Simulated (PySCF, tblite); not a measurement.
**C₇H₁₃FSi₂: geometry, infrared bands and NMR shifts**

Wanted: the infrared bands and NMR shifts of C₇H₁₃FSi₂ (`CC1=C(F)[SiH2][Si@@H]1C1CCC1`), by calculation.

The runs use tblite 0.8.0 and PySCF 2.14.0, with density-fitted response routines of our own; the level of theory stands in each step. All values are computed, except where a source is named. Atoms are numbered from 0 throughout.

## 1. The starting structure

23 atoms, charge 0, multiplicity 1; geometry from: force field or distance geometry start.

Bonds of the start (Å): C0–C1 1.54, C1–C2 1.28, C2–F3 1.43, C2–Si4 1.79, Si4–Si5 2.16, Si5–C6 1.88, C6–C7 1.53, C7–C8 1.54, C8–C9 1.52, Si5–C1 1.78, C9–C6 1.52, C0–H10 1.09, C0–H11 1.09, C0–H12 1.12, Si4–H13 1.47, Si4–H14 1.49, Si5–H15 1.49, C6–H16 1.09, C7–H17 1.08, C7–H18 1.12, C8–H19 1.10, C8–H20 1.11, C9–H21 1.11, C9–H22 1.09.

## 2. Optimising the geometry with GFN2-xTB

What the job is given:

```
{"job": {"kind": "relax", "xc": "GFN2-xTB", "basis": "xTB"}, "charge": 0, "multiplicity": 1}
C     -2.747800    -1.165800    -1.006100
C     -2.055800     0.045800    -0.349800
C     -2.401000     1.274900    -0.417400
F     -3.520400     1.793800    -1.140600
Si    -1.197800     2.157100     0.566400
Si    -0.606800     0.086800     0.684700
C      1.051700    -0.168400    -0.163500
C      2.222600     0.520800     0.540900
C      3.050600    -0.686300     0.062800
C      1.748400    -1.466300     0.203800
H     -2.231300    -2.077800    -0.707200
H     -2.782400    -0.953400    -2.071000
H     -3.798700    -1.139600    -0.608700
H     -1.755500     2.791600     1.774900
H     -0.293600     3.081200    -0.180900
H     -0.688500    -0.574600     2.022700
H      0.961700     0.064500    -1.225300
H      2.516200     1.478900     0.140700
H      2.124400     0.457700     1.653000
H      3.876900    -0.966900     0.732600
H      3.297100    -0.501500    -0.999200
H      1.623800    -1.747900     1.272400
H      1.601500    -2.277700    -0.502200
```

Run with:

```console
$ OMP_NUM_THREADS=1 python probes_run.py task.json out
```

The driver reads the jobs from task.json and runs them one after another.

**Question.** This job is followed by: GFN2-xTB harmonic vibrations, gas phase; GIAO PBE0/pcSseg-1 NMR shielding, non-relativistic, gas phase. What will the session give for the following? strongest single infrared mode (GFN2-xTB); zero-point energy (GFN2-xTB); 13C shifts against TMS (PBE0/pcSseg-1); 1H shifts against TMS (PBE0/pcSseg-1, means over atoms taken as alike); 19F shifts against CFCl3 (PBE0/pcSseg-1); 29Si shifts against TMS (PBE0/pcSseg-1).

The runs gave:

```
                                                              quantity                                                                 value
                             strongest single infrared mode (GFN2-xTB)                                                 2203 cm⁻¹, 484 km/mol
                                          zero-point energy (GFN2-xTB)                                                        110.1 kcal/mol
                                13C shifts against TMS (PBE0/pcSseg-1)                        176.5, 153.2, 27.1, 23.9, 23.0, 21.2, 16.6 ppm
1H shifts against TMS (PBE0/pcSseg-1, means over atoms taken as alike)  4.63, 4.59, 4.55, 2.43, 2.39, 2.26, 2.21, 2.18, 2.15, 2.00, 1.94 ppm
                              19F shifts against CFCl3 (PBE0/pcSseg-1)                                                             -59.8 ppm
                               29Si shifts against TMS (PBE0/pcSseg-1)                                                      -40.4, -61.9 ppm
```

**Reading.** Over 216 steps the energy fell by 1.598 eV; of the close pairs, Si4–Si5 changed most, 2.156 to 2.338 Å. All 63 modes are real, so the xTB geometry is a minimum. The strongest single mode, at 2203 cm⁻¹, moves mainly H14. Unscaled tight-binding wavenumbers are off by several per cent, some by more. Its intensities can rank the bands wrongly. At PBE0/pcSseg-1: Shielding is most anisotropic at F3 (span 284 ppm, paramagnetic term -244 ppm).
